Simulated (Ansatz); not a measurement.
# ClFGe₂H₄: one species, many methods

The task here is to estimate one member of a computed series from the others.

Program: Ansatz 0.2.0, Gaussian basis. Level of theory: functionals in def2-TZVPP, the program's frozen cores in correlated methods. These are calculated values, not measurements.

The runs, in order: LDA (SPW92), PBE-D4, revPBE-D4, BLYP-D4, r2SCAN-D4, B97M-V, PBE0-D4, B3LYP-D4, r2SCANh-D4, r2SCAN0-D4, HSE06-D4, BHLYP-D4, CAM-B3LYP-D4, LC-ωPBE, ωB97X-V, ωB97M-V, B2PLYP, PBE-QIDH; CCSD(T)/def2-SVP; CCSD(T)/def2-TZVPP; MP2/def2-QZVPP; extrapolation to the limit; RPA on PBE.

## Structure used throughout

An earlier PBE0-D4 in a triple-zeta def2 set relaxation fixed the geometry.

SMILES `[F][GeH]([Cl])[GeH3]`, 8 atoms, charge 0, spin multiplicity 1.

Atoms are counted from 1 here; the program's logs count them from 0.

Bond lengths: F1–Ge2 1.739 Å, Ge2–Cl3 2.149 Å, Ge2–Ge4 2.424 Å, Ge2–H5 1.537 Å, Ge4–H6 1.534 Å, Ge4–H7 1.531 Å, Ge4–H8 1.533 Å. Angles: F1–Ge2–Cl3 105.4°, F1–Ge2–Ge4 107.8°, F1–Ge2–H5 105.5°, Cl3–Ge2–Ge4 109.4°, Cl3–Ge2–H5 107.2°, Ge4–Ge2–H5 120.5°, Ge2–Ge4–H6 109.2°, Ge2–Ge4–H7 107.9°, Ge2–Ge4–H8 108.2°, H6–Ge4–H7 110.8°, H6–Ge4–H8 110.2°, H7–Ge4–H8 110.6°.

The first run:

Input file in.yaml:

```yaml
crystal:
  periodic: [false, false, false]
  atoms:
    - {symbol: F, position_ang: [-1.526382, -0.483911, -1.711098]}
    - {symbol: Ge, position_ang: [-0.443664, 0.587722, -0.871881]}
    - {symbol: Cl, position_ang: [1.176064, 0.946961, -2.237310]}
    - {symbol: Ge, position_ang: [0.394702, -0.581459, 1.079393]}
    - {symbol: H, position_ang: [-1.210283, 1.910704, -0.719501]}
    - {symbol: H, position_ang: [-0.777364, -0.905956, 2.013759]}
    - {symbol: H, position_ang: [1.079508, -1.864464, 0.600841]}
    - {symbol: H, position_ang: [1.399518, 0.333403, 1.789896]}
basis:
  gaussian: {orbitals: def2-TZVPP}
hamiltonian: {xc: lda}
output: {orbitals: {seedname: orbitals}}
```

Among the steps run: LDA; PBE-D4 (GGA); revPBE-D4 (GGA); BLYP-D4 (GGA); r2SCAN-D4 (meta-GGA); B97M-V (meta-GGA); PBE0-D4 (hybrid); B3LYP-D4 (hybrid); r2SCANh-D4 (hybrid); r2SCAN0-D4 (hybrid); HSE06-D4 (hybrid); BHLYP-D4 (hybrid); CAM-B3LYP-D4 (range-separated); LC-ωPBE-D4 (range-separated; the results give it without D4); ωB97X-V (range-separated); ωB97M-V (range-separated); B2PLYP (double hybrid); PBE-QIDH (double hybrid).

One table of the session follows, with a row left open; its other results are not shown here.

It belongs to the step «Orbital energies across the functionals». 

```
  functional  HOMO (eV)  gap (eV)
 LDA (SPW92)      -7.31      5.52
      PBE-D4      -7.19      5.67
   revPBE-D4      -7.14      5.73
     BLYP-D4      -7.05      5.58
   r2SCAN-D4      -7.52      6.27
      B97M-V          ?         ?
     PBE0-D4      -8.43      7.80
    B3LYP-D4      -8.20      7.30
  r2SCANh-D4      -7.96      7.02
  r2SCAN0-D4      -8.63      8.14
    HSE06-D4      -8.03      7.03
    BHLYP-D4      -9.52      9.81
CAM-B3LYP-D4      -9.69     10.06
     LC-ωPBE     -10.99     12.55
     ωB97X-V     -10.67     12.11
     ωB97M-V     -10.48     11.71
```

Estimate the missing values for B97M-V.

As computed: HOMO (eV): -7.63; gap (eV): 6.37. In the column «HOMO (eV)» it lies between r2SCANh-D4 (-7.96) and r2SCAN-D4 (-7.52).
